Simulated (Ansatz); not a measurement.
# CdS (Greenockite): a point defect seen from the nuclei (Sn on a Cd site), part 3 of 3

How do the nuclei near a point defect see it? The defect is Sn on a Cd site in CdS (Greenockite) (cell charge 0), first unrelaxed. The cell is a supercell built from a structure deposited in the COD. Planned: a single point, then a relaxation, then a check of grid.

Ansatz 0.2.0; DFT, PBE, plane-wave PAW, default files, scalar-relativistic, as far as a step names no other. Earlier steps stand in the parts before.

## (4) Trying other settings (kpoints.mp_grid.grid = [2, 2, 2])

The input, input.yaml:

```yaml
crystal:
  lattice:
    - [8.3, 0.0, 0.0]
    - [-6.225, 10.7820162771, 0.0]
    - [0.0, 0.0, 13.474]
  atoms:
    - { symbol: Sn, position: [0.1666666666, 0.2222222222, 0.0] }
    - { symbol: Cd, position: [0.1666666666, 0.2222222222, 0.5] }
    - { symbol: Cd, position: [0.1666666666, 0.5555555556, 0.0] }
    - { symbol: Cd, position: [0.1666666666, 0.5555555556, 0.5] }
    - { symbol: Cd, position: [0.1666666666, 0.8888888889, 0.0] }
    - { symbol: Cd, position: [0.1666666666, 0.8888888889, 0.5] }
    - { symbol: Cd, position: [0.6666666666, 0.2222222222, 0.0] }
    - { symbol: Cd, position: [0.6666666666, 0.2222222222, 0.5] }
    - { symbol: Cd, position: [0.6666666666, 0.5555555556, 0.0] }
    - { symbol: Cd, position: [0.6666666666, 0.5555555556, 0.5] }
    - { symbol: Cd, position: [0.6666666666, 0.8888888889, 0.0] }
    - { symbol: Cd, position: [0.6666666666, 0.8888888889, 0.5] }
    - { symbol: Cd, position: [0.3333333334, 0.1111111111, 0.25] }
    - { symbol: Cd, position: [0.3333333334, 0.1111111111, 0.75] }
    - { symbol: Cd, position: [0.3333333334, 0.4444444444, 0.25] }
    - { symbol: Cd, position: [0.3333333334, 0.4444444444, 0.75] }
    - { symbol: Cd, position: [0.3333333334, 0.7777777778, 0.25] }
    - { symbol: Cd, position: [0.3333333334, 0.7777777778, 0.75] }
    - { symbol: Cd, position: [0.8333333334, 0.1111111111, 0.25] }
    - { symbol: Cd, position: [0.8333333334, 0.1111111111, 0.75] }
    - { symbol: Cd, position: [0.8333333334, 0.4444444444, 0.25] }
    - { symbol: Cd, position: [0.8333333334, 0.4444444444, 0.75] }
    - { symbol: Cd, position: [0.8333333334, 0.7777777778, 0.25] }
    - { symbol: Cd, position: [0.8333333334, 0.7777777778, 0.75] }
    - { symbol: S, position: [0.1666666666, 0.2222222222, 0.1875] }
    - { symbol: S, position: [0.1666666666, 0.2222222222, 0.6875] }
    - { symbol: S, position: [0.1666666666, 0.5555555556, 0.1875] }
    - { symbol: S, position: [0.1666666666, 0.5555555556, 0.6875] }
    - { symbol: S, position: [0.1666666666, 0.8888888889, 0.1875] }
    - { symbol: S, position: [0.1666666666, 0.8888888889, 0.6875] }
    - { symbol: S, position: [0.6666666666, 0.2222222222, 0.1875] }
    - { symbol: S, position: [0.6666666666, 0.2222222222, 0.6875] }
    - { symbol: S, position: [0.6666666666, 0.5555555556, 0.1875] }
    - { symbol: S, position: [0.6666666666, 0.5555555556, 0.6875] }
    - { symbol: S, position: [0.6666666666, 0.8888888889, 0.1875] }
    - { symbol: S, position: [0.6666666666, 0.8888888889, 0.6875] }
    - { symbol: S, position: [0.3333333334, 0.1111111111, 0.4375] }
    - { symbol: S, position: [0.3333333334, 0.1111111111, 0.9375] }
    - { symbol: S, position: [0.3333333334, 0.4444444444, 0.4375] }
    - { symbol: S, position: [0.3333333334, 0.4444444444, 0.9375] }
    - { symbol: S, position: [0.3333333334, 0.7777777778, 0.4375] }
    - { symbol: S, position: [0.3333333334, 0.7777777778, 0.9375] }
    - { symbol: S, position: [0.8333333334, 0.1111111111, 0.4375] }
    - { symbol: S, position: [0.8333333334, 0.1111111111, 0.9375] }
    - { symbol: S, position: [0.8333333334, 0.4444444444, 0.4375] }
    - { symbol: S, position: [0.8333333334, 0.4444444444, 0.9375] }
    - { symbol: S, position: [0.8333333334, 0.7777777778, 0.4375] }
    - { symbol: S, position: [0.8333333334, 0.7777777778, 0.9375] }
kpoints:
  mp_grid: { grid: [2, 2, 2] }
scf:
  occupations: { method: fermi_dirac, width: 0.01 }
hamiltonian:
  xc: pbe
  pseudopotentials: { kind: paw }
output:
  forces: true
  stress: true
  populations: true
  efg:
    quadrupole_moments_barn: { Sn: -0.132, S: -0.0694 }
    contact_densities: true
```

Command:

```
$ ansatz run input.yaml --threads 4 --pin off --max-ram 10240MiB --backend cpu --events-out ev --progress --plain --runs-dir out
```

The program printed:

```text
Warning: RAYON_NUM_THREADS=4 ignored (pool sized by the plan → 4); use --threads N
Cd, Sn: output.efg is read without spin–orbit coupling, which moves field gradients at and beside such atoms by some per cent and up to a factor of two; PAW files take it under magnetization.noncollinear and magnetization.spin_orbit
Engine: ansatz 0.2.0, aarch64-unknown-linux-gnu
Pseudopotentials: kind: paw
Pseudopotential: Sn, paw, valence charge 14, recommended cutoff 420 eV (normal), Sn.paw.azcp
Pseudopotential: Cd, paw, valence charge 20, recommended cutoff 420 eV (normal), Cd.paw.azcp
Pseudopotential: S, paw, valence charge 6, recommended cutoff 420 eV (normal), S.paw.azcp
Functional definition: PBE
  parameter kappa = 0.804
  parameter beta = 0.06672455060314922
  exchange = pbe_x(kappa = kappa, mu = beta*pi^2/3)
  correlation = pbe_c(beta = beta)
Crystal: 48 atoms, lattice volume = 1205.798 Å³
Basis set: ecut = 420 eV, 23595 PW (Γ), exchange–correlation on 120×180×192 points (8 copies of the dense FFT grid, shifted against one another)
Bands: 371, of which v1, the nominal top of the filled ones, is band 309 counted from 1 (308 counted from 0)
Symmetry: 1 space group operations
Space group: P1 (ITA 1), of the structure as read, at distance tolerance 1.1e-4 Å
k-points: 8
Non-local potential: Sn, projectors of the file, l = 0: 2, l = 1: 2, l = 2: 2, l = 3: 2
Non-local potential: Cd, projectors of the file, l = 0: 3, l = 1: 2, l = 2: 2, l = 3: 1
Non-local potential: S, projectors of the file, l = 0: 2, l = 1: 2, l = 2: 2
PAW form: soft (Blöchl's): semilocal exchange-correlation on the pseudo side does not see the compensation charge
PAW one-centre angular grid: Sn, 590 points (default); XC on 64 Gauss nodes
PAW one-centre angular grid: Cd, 590 points (default); XC on 64 Gauss nodes
PAW one-centre angular grid: S, 110 points (default); XC on 64 Gauss nodes
Initial density: superposition of atomic densities (neutral atoms: chi_scale 0, normalization atom), corrected by the library's trained network
Initial wavefunctions: pseudopotential atomic-orbital guess
Functional: x = pbe(κ = 0.804, μ = 0.2195149727645171), c = pbe(β = 0.06672455060314922)
SCF iter   1: F=—  HF=-217555.577950 eV  |F-HF|=—  |Δ(HF+E_count)|=         —  Δρ=2.94e-3  dr2=6.36e-1  ethr=1.77e-3  ⟨swp⟩=6.1  Hψ=10768  notcnv=0  defer=156
preconditioner: auto → Resta (q_TF=auto, 2.441 Å⁻¹)  ε∞=4.7  [insulator: Δε(μ)=0.222 eV  Ē_g=11.561 eV  σ=0.010 eV  W_gap=1.00  n_scr=292 (ndim 8)  ℏωp=22.3 eV  f_vac=0.124  D(μ)=0.00/eV (n_scr^D=0)  ε∞_Penn≈4.7]
SCF iter   2: F=—  HF=-217555.472391 eV  |F-HF|=—  |Δ(HF+E_count)|=   1.06e-1  Δρ=1.40e-3  dr2=9.49e-2  ethr=1.03e-4  ⟨swp⟩=2.1  Hψ=4110  notcnv=0  defer=452
preconditioner: auto → LDOS  [insulator: Δε(μ)=0.076 eV  Ē_g=11.562 eV  σ=0.010 eV  W_gap=0.95  n_scr=292 (ndim 8)  ℏωp=22.3 eV  f_vac=0.124  D(μ)=1.47/eV (n_scr^D=2)  ε∞_Penn≈4.7  β→1.0]
SCF iter   3: F=—  HF=-217555.455869 eV  |F-HF|=—  |Δ(HF+E_count)|=   1.65e-2  Δρ=7.28e-4  dr2=1.29e-2  ethr=1.54e-5  ⟨swp⟩=3.4  Hψ=4338  notcnv=0  defer=452
SCF iter   4: F=—  HF=-217555.452427 eV  |F-HF|=—  |Δ(HF+E_count)|=   3.44e-3  Δρ=2.91e-4  dr2=1.97e-3  ethr=2.09e-6  ⟨swp⟩=2.1  Hψ=5202  notcnv=0  defer=450
SCF iter   5: F=—  HF=-217555.452124 eV  |F-HF|=—  |Δ(HF+E_count)|=   3.03e-4  Δρ=1.20e-4  dr2=2.20e-4  ethr=3.19e-7  ⟨swp⟩=2.0  Hψ=4471  notcnv=0  defer=450
SCF iter   6: F=—  HF=-217555.452137 eV  |F-HF|=—  |Δ(HF+E_count)|=   1.35e-5  Δρ=6.98e-5  dr2=9.94e-5  ethr=3.55e-8  ⟨swp⟩=2.0  Hψ=4471  notcnv=0  defer=450
SCF iter   7: F=—  HF=-217555.452422 eV  |F-HF|=—  |Δ(HF+E_count)|=   2.85e-4  Δρ=4.70e-5  dr2=4.60e-5  ethr=1.61e-8  ⟨swp⟩=2.2  Hψ=4351  notcnv=0  defer=450
SCF iter   8: F=—  HF=-217555.452414 eV  |F-HF|=—  |Δ(HF+E_count)|=   8.47e-6  Δρ=3.08e-5  dr2=2.14e-5  ethr=7.44e-9  ⟨swp⟩=2.0  Hψ=4255  notcnv=0  defer=450
SCF iter   9: F=—  HF=-217555.452408 eV  |F-HF|=—  |Δ(HF+E_count)|=   5.31e-6  Δρ=1.47e-5  dr2=5.63e-6  ethr=3.46e-9  ⟨swp⟩=2.0  Hψ=4255  notcnv=0  defer=450
SCF iter  10: F=—  HF=-217555.452408 eV  |F-HF|=—  |Δ(HF+E_count)|=   4.69e-7  Δρ=6.95e-6  dr2=1.08e-6  ethr=9.11e-10  ⟨swp⟩=2.0  Hψ=4255  notcnv=0  defer=450
SCF iter  11: F=—  HF=-217555.452408 eV  |F-HF|=—  |Δ(HF+E_count)|=   1.13e-8  Δρ=3.45e-6  dr2=2.93e-7  ethr=1.75e-10  ⟨swp⟩=2.0  Hψ=4895  notcnv=0  defer=450
SCF iter  12: F=-217555.452408 eV  HF=-217555.452408 eV  |F-HF|=4.57e-8  |Δ(HF+E_count)|=   6.88e-8  Δρ=1.44e-6  dr2=7.22e-8  ethr=1.62e-11  ⟨swp⟩=12.9  Hψ=17034  notcnv=0
SCF 1 converged in 12 iterations: F = -217555.452408 eV  dr2 = 7.22e-8
SCF converged after 12 iterations
Free energy (F): -217555.452408 eV
Harris-Foulkes:  -217555.452408 eV  (|F-HF|=4.57e-8)
Internal energy: -217555.448061 eV  (E = F + TS)
E sigma→0 (E₀):  -217555.450234 eV
Entropy (-TS):   -0.004347 eV (-0.091 meV/atom)
Fermi energy:    8.538005 eV
--- Per-component energies (eV) ---
[... 14 lines left out ...]
--- Forces (eV/Å), atoms counted from 1 ---
  atom   1  Sn     0.00379980    -0.01915450    -0.15788508
  atom   2  Cd    -0.00022226     0.00725978    -0.11560043
  atom   3  Cd    -0.05745913     0.11716824    -0.04645586
  atom   4  Cd     0.00010072     0.00579368    -0.06803612
  atom   5  Cd     0.04557137    -0.10239551    -0.05908775
  atom   6  Cd    -0.00099675     0.00301614    -0.06576631
[... 42 lines left out ...]
  max |Σ_I F_I| component: 3.17e-5 eV/Å
--- Stress (GPa, compression-positive) ---
        2.838224      -0.000506       0.000446
       -0.000506       2.702498      -0.005764
        0.000446      -0.005764       3.335238
  P = ⅓ Tr σ = 2.9587 GPa (29.587 kbar)
--- PAW observables at the nuclei: V_zz in 10²¹ V/m², potentials from the cell's mean, atoms counted from 1 ---
  atom   1  Sn V_zz =    -0.540069   η = 0.3664   by run symmetry: allowed   C_q = +1.7238 MHz
            electrostatic potential = -8169.872046 V   contact ρ = 1236480.033656 e/Å³
  atom   2  Cd V_zz =    +0.158203   η = 0.6215   by run symmetry: allowed
            electrostatic potential = -7704.093566 V   contact ρ = 1035901.477285 e/Å³
  atom   3  Cd V_zz =    +1.027240   η = 0.6819   by run symmetry: allowed
            electrostatic potential = -7704.016014 V   contact ρ = 1035902.492992 e/Å³
  atom   4  Cd V_zz =    -0.270976   η = 0.7619   by run symmetry: allowed
            electrostatic potential = -7704.109201 V   contact ρ = 1035901.673630 e/Å³
  atom   5  Cd V_zz =    +1.241702   η = 0.1751   by run symmetry: allowed
            electrostatic potential = -7704.029426 V   contact ρ = 1035902.409086 e/Å³
  atom   6  Cd V_zz =    -0.285152   η = 0.8377   by run symmetry: allowed
            electrostatic potential = -7704.110282 V   contact ρ = 1035901.680162 e/Å³
  atom   7  Cd V_zz =    +1.095317   η = 0.7227   by run symmetry: allowed
            electrostatic potential = -7703.955596 V   contact ρ = 1035903.287489 e/Å³
  atom   8  Cd V_zz =    +0.212818   η = 0.9883   by run symmetry: allowed
            electrostatic potential = -7704.102988 V   contact ρ = 1035901.705601 e/Å³
  atom   9  Cd V_zz =    +1.000951   η = 0.6173   by run symmetry: allowed
            electrostatic potential = -7704.001669 V   contact ρ = 1035902.252884 e/Å³
  atom  10  Cd V_zz =    -0.256962   η = 0.7380   by run symmetry: allowed
            electrostatic potential = -7704.109271 V   contact ρ = 1035901.674398 e/Å³
  atom  11  Cd V_zz =    +1.177153   η = 0.2657   by run symmetry: allowed
            electrostatic potential = -7704.023785 V   contact ρ = 1035902.231197 e/Å³
  atom  12  Cd V_zz =    -0.290886   η = 0.7847   by run symmetry: allowed
            electrostatic potential = -7704.110715 V   contact ρ = 1035901.682804 e/Å³
  atom  13  Cd V_zz =    +1.080660   η = 0.9265   by run symmetry: allowed
            electrostatic potential = -7704.002789 V   contact ρ = 1035901.801246 e/Å³
  atom  14  Cd V_zz =    +0.668222   η = 0.4139   by run symmetry: allowed
            electrostatic potential = -7704.027623 V   contact ρ = 1035901.726783 e/Å³
  atom  15  Cd V_zz =    +1.217551   η = 0.5709   by run symmetry: allowed
            electrostatic potential = -7704.012176 V   contact ρ = 1035901.855928 e/Å³
  atom  16  Cd V_zz =    +0.664784   η = 0.0993   by run symmetry: allowed
            electrostatic potential = -7704.031099 V   contact ρ = 1035901.796640 e/Å³
  atom  17  Cd V_zz =    -0.531068   η = 0.3368   by run symmetry: allowed
            electrostatic potential = -7704.067227 V   contact ρ = 1035901.580082 e/Å³
  atom  18  Cd V_zz =    -0.276094   η = 0.7552   by run symmetry: allowed
            electrostatic potential = -7704.105595 V   contact ρ = 1035901.524756 e/Å³
  atom  19  Cd V_zz =    +1.084593   η = 0.9176   by run symmetry: allowed
            electrostatic potential = -7704.003032 V   contact ρ = 1035901.799338 e/Å³
  atom  20  Cd V_zz =    +0.663196   η = 0.3952   by run symmetry: allowed
            electrostatic potential = -7704.028165 V   contact ρ = 1035901.740223 e/Å³
  atom  21  Cd V_zz =    -0.569164   η = 0.6701   by run symmetry: allowed
            electrostatic potential = -7704.061455 V   contact ρ = 1035901.627413 e/Å³
  atom  22  Cd V_zz =    +0.194710   η = 0.1465   by run symmetry: allowed
            electrostatic potential = -7704.079773 V   contact ρ = 1035901.734167 e/Å³
  atom  23  Cd V_zz =    -0.539455   η = 0.4066   by run symmetry: allowed
            electrostatic potential = -7704.070314 V   contact ρ = 1035901.607880 e/Å³
  atom  24  Cd V_zz =    -0.208961   η = 0.9969   by run symmetry: allowed
            electrostatic potential = -7704.096382 V   contact ρ = 1035901.634750 e/Å³
  atom  25  S  V_zz =    +0.453795   η = 0.4101   by run symmetry: allowed   C_q = -0.7615 MHz
            electrostatic potential = -1633.535285 V   contact ρ = 19768.764907 e/Å³
  atom  26  S  V_zz =    -0.232975   η = 0.6512   by run symmetry: allowed   C_q = +0.3910 MHz
            electrostatic potential = -1633.537918 V   contact ρ = 19766.578738 e/Å³
  atom  27  S  V_zz =    -0.289865   η = 0.8357   by run symmetry: allowed   C_q = +0.4864 MHz
            electrostatic potential = -1633.542890 V   contact ρ = 19766.621285 e/Å³
  atom  28  S  V_zz =    +0.261149   η = 0.8335   by run symmetry: allowed   C_q = -0.4382 MHz
            electrostatic potential = -1633.589746 V   contact ρ = 19766.632508 e/Å³
  atom  29  S  V_zz =    -0.396759   η = 0.1843   by run symmetry: allowed   C_q = +0.6658 MHz
            electrostatic potential = -1633.546586 V   contact ρ = 19766.616504 e/Å³
  atom  30  S  V_zz =    -0.351017   η = 0.4565   by run symmetry: allowed   C_q = +0.5890 MHz
            electrostatic potential = -1633.592894 V   contact ρ = 19766.634706 e/Å³
  atom  31  S  V_zz =    +0.346530   η = 0.0598   by run symmetry: allowed   C_q = -0.5815 MHz
            electrostatic potential = -1633.509985 V   contact ρ = 19766.630627 e/Å³
  atom  32  S  V_zz =    +0.164109   η = 0.7650   by run symmetry: allowed   C_q = -0.2754 MHz
            electrostatic potential = -1633.573292 V   contact ρ = 19766.659885 e/Å³
  atom  33  S  V_zz =    -0.316658   η = 0.9151   by run symmetry: allowed   C_q = +0.5314 MHz
            electrostatic potential = -1633.540650 V   contact ρ = 19766.625948 e/Å³
  atom  34  S  V_zz =    +0.249169   η = 0.9793   by run symmetry: allowed   C_q = -0.4181 MHz
            electrostatic potential = -1633.588593 V   contact ρ = 19766.627031 e/Å³
  atom  35  S  V_zz =    -0.388359   η = 0.2434   by run symmetry: allowed   C_q = +0.6517 MHz
            electrostatic potential = -1633.546750 V   contact ρ = 19766.621106 e/Å³
  atom  36  S  V_zz =    -0.336217   η = 0.5663   by run symmetry: allowed   C_q = +0.5642 MHz
            electrostatic potential = -1633.593947 V   contact ρ = 19766.632124 e/Å³
  atom  37  S  V_zz =    +0.434867   η = 0.7296   by run symmetry: allowed   C_q = -0.7297 MHz
            electrostatic potential = -1633.595566 V   contact ρ = 19766.685265 e/Å³
  atom  38  S  V_zz =    +0.144927   η = 0.2126   by run symmetry: allowed   C_q = -0.2432 MHz
            electrostatic potential = -1633.555828 V   contact ρ = 19769.024417 e/Å³
  atom  39  S  V_zz =    +0.411387   η = 0.7531   by run symmetry: allowed   C_q = -0.6903 MHz
            electrostatic potential = -1633.598556 V   contact ρ = 19766.689317 e/Å³
  atom  40  S  V_zz =    -0.177501   η = 0.8894   by run symmetry: allowed   C_q = +0.2979 MHz
            electrostatic potential = -1633.560467 V   contact ρ = 19768.909722 e/Å³
  atom  41  S  V_zz =    +0.374059   η = 0.8055   by run symmetry: allowed   C_q = -0.6277 MHz
            electrostatic potential = -1633.601226 V   contact ρ = 19766.598449 e/Å³
  atom  42  S  V_zz =    -0.234141   η = 0.3059   by run symmetry: allowed   C_q = +0.3929 MHz
            electrostatic potential = -1633.594874 V   contact ρ = 19766.839474 e/Å³
  atom  43  S  V_zz =    +0.434296   η = 0.7242   by run symmetry: allowed   C_q = -0.7288 MHz
            electrostatic potential = -1633.595678 V   contact ρ = 19766.685641 e/Å³
  atom  44  S  V_zz =    +0.109667   η = 0.3588   by run symmetry: allowed   C_q = -0.1840 MHz
            electrostatic potential = -1633.560604 V   contact ρ = 19769.026367 e/Å³
  atom  45  S  V_zz =    -0.359341   η = 0.7983   by run symmetry: allowed   C_q = +0.6030 MHz
            electrostatic potential = -1633.599709 V   contact ρ = 19766.605201 e/Å³
  atom  46  S  V_zz =    +0.213497   η = 0.9207   by run symmetry: allowed   C_q = -0.3583 MHz
            electrostatic potential = -1633.512978 V   contact ρ = 19766.621675 e/Å³
  atom  47  S  V_zz =    +0.330731   η = 0.7272   by run symmetry: allowed   C_q = -0.5550 MHz
            electrostatic potential = -1633.603283 V   contact ρ = 19766.603060 e/Å³
  atom  48  S  V_zz =    -0.195686   η = 0.6589   by run symmetry: allowed   C_q = +0.3284 MHz
            electrostatic potential = -1633.560047 V   contact ρ = 19766.700161 e/Å³
--- Band table (eV; the first three rows and the last of 8) ---
[... 4 lines left out ...]
--- Löwdin populations: 48 sites ---
  site symbol       q [e]
[... 48 lines left out ...]
  spilling = 0.007339 (of n_electrons = 618.000000)
```

Wall time 2.3 min (4 threads of Arm Neoverse V1, shared host); peak memory 8.1 GiB.

At the end: no gap over 0.1 eV on the mesh, largest force 1.255 eV/Å, pressure 3.0 GPa.

Against step 2 (V_zz in 10²¹ V/m²; 11 of 48 rows, with the four largest changes of size):

```
site  atoms  V_zz, PBE  V_zz, new settings  η, PBE  η, new settings
  Sn      1      -0.25               -0.54    0.61             0.37
 S25     25       0.26                0.45    0.14             0.41
 S40     40      -0.16               -0.18    0.61             0.89
 S44     44      -0.22                0.11    0.36             0.36
 S38     38      -0.19                0.14    0.59             0.21
Cd15     15       1.10                1.22    0.81             0.57
Cd16     16       0.53                0.66    0.24             0.10
Cd19     19       1.05                1.08    0.94             0.92
Cd20     20       0.53                0.66    0.29             0.40
 S29     29      -0.19               -0.40    0.38             0.18
 S35     35      -0.17               -0.39    0.51             0.24
```

The sizes of the gradients above 0.15 moved by 26 % in the median, over a factor of two at the site with the largest relative rise or fall (small gradients counted from 0.15; S35, -0.17 to -0.39), with a change of sign at S44, S38, S26 and others. The free energy moved by +1.8 meV/atom. These settings are under the usual standard, and the error shows.

## (5) From gradients to spectra (values of step 3)

³³S (I = 3/2, Q = -69.40 mb) at 23.5 T, Larmor frequency 76.9 MHz. Second-order quadrupolar shifts of the central transition; chemical shifts are not computed, so all sites share one zero.

```csv
site,count,C_Q (MHz),η,ν_Q (MHz),δ_QIS (ppm)
S38,1,-3.97,0.23,1.98,-67.7
S25,1,4.85,0.24,2.42,-101.3
S40,1,5.77,0.10,2.89,-141.4
S44,1,7.20,0.12,3.60,-220.3
S41,1,-0.924,0.64,0.462,-4.1
```

³³S central transition, static powder:

(kHz, intensity): (-66.8, 0), (-58.8, 6), (-50.7, 10), (-42.6, 9), (-34.6, 21), (-26.5, 27), (-18.4, 42), (-10.4, 43), (-2.3, 100), (5.7, 42), (13.8, 28), (21.9, 13), (29.9, 9), (38.0, 1)

¹¹⁹Sn Mössbauer parameters. δ = α(ρ − ρ₀) against SnO₂, with ρ the contact density, α = 0.0988 mm s⁻¹ a₀³ and ρ₀ = 183191.44 a₀⁻³ from a line fitted to 8 measured compounds at this level (rms miss 0.12 mm/s); ΔE_Q = ½eQV_zz(1 + η²/3)^½ with Q = -0.132 b.

```csv
site,count,ρ − ρ₀ (a₀⁻³),δ (mm/s),ΔE_Q (mm/s)
Sn,1,38.51,3.80,-0.24
```

## (6) Results

This closing draws on all 3 parts.

| quantity | value |
| --- | --- |
| state (step 3) | gap on the mesh 0.63 eV, largest force 0.019 eV/Å, pressure 2.6 GPa |
| V_zz by site, step 3 (10²¹ V/m²) | Sn 2.62, S38 2.36, S25 -2.89, S40 -3.44, S44 -4.29, Cd3 1.19, Cd7 -1.25, Cd19 -1.21, … |
| largest C_Q in size, step 3 | 7.20 MHz, ³³S at S44 |
| step 3 (ions relaxed) against step 2 | over a factor of two in the median, over a factor of two at the site with the largest relative rise or fall (small gradients counted from 0.15; S40, -0.16 to -3.44), with a change of sign at Sn, S25, S38 and others |
| step 4 (kpoints.mp_grid.grid = [2, 2, 2]) against step 2, before relaxation | 26 % in the median, over a factor of two at the site with the largest relative rise or fall (small gradients counted from 0.15; S35, -0.17 to -0.39), with a change of sign at S44, S38, S26 and others; coarse settings |

What this shows: The largest gradient sits at S44 (3 Cd at 2.51–2.52 Å, 1 Sn at 2.77 Å). The runs allow no spin. Relaxing moved atoms by up to 0.40 Å and single gradients by over a factor of two in size at the worst site (over a factor of two in the median) (gradients over 0.15 counted), so at some sites the starting positions were a poor guide. At 23.5 T the ³³S line of the largest coupling listed spans about 38 kHz under magic-angle spinning and 97 kHz static, from the quadrupolar part alone (no shift anisotropy). The ¹¹⁹Sn isomer shift is 3.80 mm/s against SnO₂. The defect repeats with the cell of 48 atoms, so it feels its images: sites between two images don't show the values beside a lone defect, and zeros or small values of η there can come from the images' arrangement. Cd and S carry a gradient in the pure host already, so the values there aren't the defect's effect alone. With a gap of 0.6 eV on this mesh, small gradients can still move by 0.1 × 10²¹ V/m² or more as the k-mesh gets denser. The program warns that gradients near heavy atoms lack spin–orbit coupling.

These are semilocal Kohn-Sham gaps, which aren't the measured quantity. Such gaps usually fall short of the measured ones.
